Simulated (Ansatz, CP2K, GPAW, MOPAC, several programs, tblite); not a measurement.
What each method gives for BeSiSb2 (ordering on zincblende)

BeSiSb2 as one 4-atom ordering (P-4m2) on the zincblende lattice, relaxed with r2SCAN in Ansatz, was computed with several methods. The symmetry is P-4m2 (No. 115, tetragonal); a = 4.122 Å, c = 5.779 Å in the conventional setting, 24.55 Å³ an atom. Around Be lie 4 Sb at 2.44 Å; around Sb lie 2 Be at 2.44 Å and 2 Si at 2.60 Å; around Si lie 4 Sb at 2.60 Å. No spin polarisation and no zero-point or thermal motion; the cell was built from a prototype and may be hypothetical.

```cif
data_structure
_symmetry_space_group_name_H-M 'P-4m2'
_symmetry_Int_Tables_number 115
_cell_length_a 4.1219
_cell_length_b 4.1219
_cell_length_c 5.7792
_cell_angle_alpha 90.000
_cell_angle_beta 90.000
_cell_angle_gamma 90.000
_cell_volume 98.19
loop_
_atom_site_label
_atom_site_type_symbol
_atom_site_symmetry_multiplicity
_atom_site_Wyckoff_symbol
_atom_site_fract_x
_atom_site_fract_y
_atom_site_fract_z
_atom_site_occupancy
Be1 Be 1 a 0.00000 0.00000 0.00000 1
Sb1 Sb 2 g 0.00000 0.50000 0.22621 1
Si1 Si 1 c 0.50000 0.50000 0.50000 1
```

Gaps and times are for a single point on this cell; volume and bulk modulus come from each method's own relaxation or energy curve at fixed shape, which is too stiff where a cell has free coordinates or axes. Times are rough, from shared hosts (Arm Neoverse V1), and each method has its own mesh and cell size. A double dagger marks a value from a curve with shape and coordinates held. PM7 (MOPAC): levels, charges or heat of formation failed a check of plausibility, so no values are given. PM6 (MOPAC), PM7 (MOPAC), GFN1-xTB (tblite), GFN2-xTB (tblite) treat a cluster of cells at its zone centre, which samples few k points: where these miss a band edge, the gap comes out too large for that reason alone. Gaps from k meshes are read at a limited set of points (mesh, symmetry points, PBE's band edges), so each method's own least gap may be somewhat smaller. xTB and the PM methods were fitted mostly to molecules, and can miss a solid's gap by electronvolts. Minimal bases can be far off for gaps. d marks a direct gap, i an indirect one (no mark: not told apart), a dash a value that wasn't computed or didn't pass its checks.

| method | kind | gap (eV) | own volume (Å³/atom) | bulk modulus (GPa) | atoms computed | processor time |
| --- | --- | --- | --- | --- | --- | --- |
| light PBE (260 eV and a coarse mesh) | light plane-wave | overlap 0.04 | – | – | 4 | 1.4 s |
| GFN1-xTB (tblite) | tight binding | 0.76 | 24.55‡ | 74‡ | 32 | 2.2 s |
| PM7 (MOPAC) | semi-empirical | – | – | – | 32 | 3.9 s |
| GFN2-xTB (tblite) | tight binding | 1.12 | – | – | 32 | 4 s |
| PM6 (MOPAC) | semi-empirical | 4.68 | – | – | 32 | 5.5 s |
| PBE/SZV (CP2K) | small basis | 0.92 i | – | – | 4 | 6.2 s |
| PBE/single zeta (GPAW) | small basis | overlap 0.16 | – | – | 4 | 6.6 s |
| PBE | semilocal | overlap 0.09 | 24.91 | 58‡ | 4 | 9.5 s |
| PBE/DZVP (CP2K) | small basis | overlap 0.05 | – | – | 4 | 13 s |
| r2SCAN | semilocal | 0.07 i | 24.55 | 64‡ | 4 | 21 s |

Volumes against r2SCAN's: PBE +1.5 %.

With PBE the bands overlap or touch, or nearly. Semilocal functionals can close a real gap, so this doesn't show a metal; small gaps of other methods may in turn close between the points read or with spin-orbit coupling, and the solid may be a semimetal.

Spin-orbit coupling is left out, which matters wherever the heavy atoms make up the band edges.
